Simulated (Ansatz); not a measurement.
What does this script print? It uses Ansatz's Python interface.

`ch7bgeo_methods.py`
```python
"""CH7BGeO at several levels of theory."""

from pathlib import Path
import logging
import sys

import ansatz as az
import numpy as np

logging.basicConfig(stream=sys.stdout, format="[%(levelname)s] %(message)s")
logger = logging.getLogger("ch7bgeo")
logger.setLevel(logging.INFO)

GEOMETRY = """
B    -1.18960    1.27120   -0.73930
Ge    0.11320   -0.16730   -0.54750
C     0.77390   -0.15910    1.25750
O    -0.59030   -1.72660   -0.88940
H    -1.77610    1.47550   -1.80580
H    -1.49150    2.03020    0.16570
H     1.31010    0.06300   -1.53820
H     0.01010   -0.30480    1.97690
H     1.29310    0.83290    1.52350
H     1.55450   -0.97280    1.40830
H     0.05790   -2.39920   -0.79100
"""


def main() -> None:
    molecule = az.Crystal.molecule()
    for line in GEOMETRY.strip().splitlines():
        symbol, *xyz = line.split()
        molecule = molecule.atom(symbol, [float(v) for v in xyz])

    model = molecule.calculation().basis(gaussian="def2-SVP")

    logger.info("functional    E (Ha)        dipole (D)   HOMO (eV)  LUMO (eV)")
    for name in ["lc_wpbe", "cam_b3lyp", "r2scan", "hf", "lda"]:
        report = model.functional(name).forces().orbitals().run(runs_dir="runs").report
        lines = Path(report["orbitals_path"]).read_text().splitlines()
        field_of = lambda key: [line.split("=")[1].strip() for line in lines if line.startswith(key)]
        orbitals = [(27.211386 * float(e), s, float(n)) for e, s, n in zip(field_of("Ene="), field_of("Spin="), field_of("Occup="))]
        homo = max(e for e, _, n in orbitals if n > 0.5)
        lumo = min(e for e, _, n in orbitals if n < 0.5)
        dipole = 4.803205 * np.linalg.norm(report["charge_distribution"]["dipole_moment_e_ang"])
        logger.info(f"{name:10s} {report['free_energy_ev'] / 27.211386246:14.6f} {dipole:9.3f} {homo:11.3f} {lumo:10.3f}")


if __name__ == "__main__":
    main()
```

```console
$ python ch7bgeo_methods.py
[INFO] functional    E (Ha)        dipole (D)   HOMO (eV)  LUMO (eV)
[INFO] lc_wpbe      -2218.637134     1.433     -10.649     -0.096
[INFO] cam_b3lyp    -2219.038782     1.405      -9.270     -1.323
[INFO] r2scan       -2218.900255     1.415      -6.791     -3.179
[INFO] hf           -2216.460403     1.508     -11.112      1.166
[INFO] lda          -2214.578935     1.492      -6.511     -3.773
```

Total energies depend on the basis set; only differences at equal settings carry meaning. The geometry is a force-field or estimated start, not a minimum of this method, and the basis set is short of its limit. A lower total doesn't mark the better method: functionals have no common bound, and MP2 and coupled cluster aren't variational. Levels such as HOMO and LUMO are orbital energies: with these approximate functionals they aren't the ionisation energy and electron affinity, and their gap isn't the fundamental gap. Finished in 20 s on 1 thread of Arm Neoverse V2, with other jobs on the host, peak memory 0.34 GiB.

(Lines on the test bed's own set-up are left out of the output.)
